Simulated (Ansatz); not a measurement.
C2H5FOSi, SMILES FC1OC[SiH2]1, harmonic frequencies at the relaxed geometry

Program: Ansatz 0.2.0 through its Python package.

Input file `c2h5fosi.xyz`:
```text
10

F    -1.99180    0.08180   -0.47430
C    -1.09720    0.11320    0.47460
O    -0.45760   -1.16080    0.57480
C     0.68470   -0.92630   -0.39700
Si    0.54360    0.88490   -0.04440
H    -1.46710    0.47110    1.44410
H     0.32370   -1.24790   -1.38930
H     1.58150   -1.42020   -0.12860
H     1.42130    1.36040    1.13740
H     0.54200    1.79260   -1.19440
```

Notebook, run cell by cell (the value of a cell's last expression is shown):

```python
import ansatz as az
import numpy as np
```

```python
molecule = az.Crystal.molecule_from_extxyz("c2h5fosi.xyz")
```

```python
model = (
    molecule.calculation()
    .basis(gaussian="def2-SVP")
    .functional("b3lyp", dispersion="d3bj")
)
symbols = [site.symbol for site in molecule.cartesian_sites]
start = np.array([site.position_ang for site in molecule.cartesian_sites], dtype=float)
summary = model.relax(force_tolerance=0.003, max_steps=100).run().report
end = np.array(summary["positions_ang"])
```

```python
print("final positions (A) and the move of each atom")
for symbol, xyz, old in zip(symbols, end, start):
    print(f"{symbol:2s} {xyz[0]:10.5f} {xyz[1]:10.5f} {xyz[2]:10.5f}   {np.linalg.norm(xyz - old):7.4f}")
```

    final positions (A) and the move of each atom
    F    -2.09367    0.25355   -0.41120    0.2094
    C    -1.07766    0.12130    0.52705    0.0566
    O    -0.48845   -1.14906    0.45475    0.1245
    C     0.68317   -0.96054   -0.38674    0.0358
    Si    0.56335    0.92619   -0.08092    0.0586
    H    -1.53438    0.27068    1.51889    0.2243
    H     0.49653   -1.30548   -1.41841    0.1845
    H     1.53744   -1.51838    0.02632    0.1886
    H     1.46427    1.42774    0.99474    0.1635
    H     0.53249    1.88280   -1.22158    0.0947

```python
# frequencies need a stationary point, so they are taken at the relaxed geometry
minimum = az.Crystal.molecule()
for symbol, place in zip(symbols, end):
    minimum = minimum.atom(symbol, place.tolist())
vibrating = (
    minimum.calculation()
    .basis(gaussian="def2-SVP")
    .functional("b3lyp", dispersion="d3bj")
    .phonons(temperatures=(298.15, 498.15, 100))
)
vib = vibrating.run().report["vibrations"]
sums = vib["harmonic_sums"]
modes = [m["omega_inv_cm"] for m in sums["modes_at_gamma"] if m["rigid_motion"] == "no"]
for number, w in enumerate(modes, start=1):
    print(f"mode {number:2d} {w:9.1f} 1/cm {w / 8065.544 * 1000:8.2f} meV")
print("imaginary modes:", sum(w < 0 for w in modes), " zero-point energy:", round(sums["zero_point_energy_ev"], 4), "eV")
print("T (K)   F_vib (eV)   S_vib (meV/K)   C_vib (meV/K)")
for row in zip(sums["temperatures_k"], sums["vibrational_free_energy_ev"], vib["entropy_ev_per_k"], vib["heat_capacity_ev_per_k"]):
    print(f"{row[0]:6.1f} {row[1]:11.4f} {1000 * row[2]:13.4f} {1000 * row[3]:15.4f}")
```

    mode  1     118.3 1/cm    14.66 meV
    mode  2     229.1 1/cm    28.40 meV
    mode  3     427.4 1/cm    52.99 meV
    mode  4     498.7 1/cm    61.83 meV
    mode  5     571.6 1/cm    70.87 meV
    mode  6     588.6 1/cm    72.98 meV
    mode  7     645.2 1/cm    79.99 meV
    mode  8     763.7 1/cm    94.69 meV
    mode  9     813.4 1/cm   100.84 meV
    mode 10     842.9 1/cm   104.50 meV
    mode 11     939.1 1/cm   116.43 meV
    mode 12     957.7 1/cm   118.74 meV
    mode 13    1027.8 1/cm   127.43 meV
    mode 14    1073.8 1/cm   133.13 meV
    mode 15    1173.1 1/cm   145.44 meV
    mode 16    1227.2 1/cm   152.16 meV
    mode 17    1278.3 1/cm   158.49 meV
    mode 18    1363.7 1/cm   169.08 meV
    mode 19    1462.3 1/cm   181.30 meV
    mode 20    2227.5 1/cm   276.17 meV
    mode 21    2243.2 1/cm   278.12 meV
    mode 22    3043.3 1/cm   377.32 meV
    mode 23    3083.0 1/cm   382.24 meV
    mode 24    3113.4 1/cm   386.02 meV
    imaginary modes: 0  zero-point energy: 1.8419 eV
    T (K)   F_vib (eV)   S_vib (meV/K)   C_vib (meV/K)
     298.1      1.7971        0.3918          0.5948
     398.1      1.7477        0.5981          0.8358
     498.1      1.6774        0.8072          1.0308

```python
# all hydrogen replaced by deuterium
heavier = vibrating.phonons(masses={"H": 2.014102}).run().report["vibrations"]["harmonic_sums"]
print("deuterated (1/cm):", " ".join(f"{m['omega_inv_cm']:.0f}" for m in heavier["modes_at_gamma"] if m["rigid_motion"] == "no"))
print("zero-point energy falls by", round(sums["zero_point_energy_ev"] - heavier["zero_point_energy_ev"], 4), "eV")
```

    deuterated (1/cm): 105 207 346 413 485 507 553 642 659 683 706 874 881 959 980 1039 1062 1101 1132 1595 1623 2212 2272 2311
    zero-point energy falls by 0.3946 eV

Reading the output:
- The frequencies are harmonic and unscaled, in a modest basis.
- b3lyp holds the VWN-RPA fit, as in Gaussian; the form of ORCA and Turbomole is b3lyp5.
- The whole script took 5.6 min on 1 thread of AMD EPYC 7B13 (Zen 3), on a shared host, peak memory 0.29 GiB.
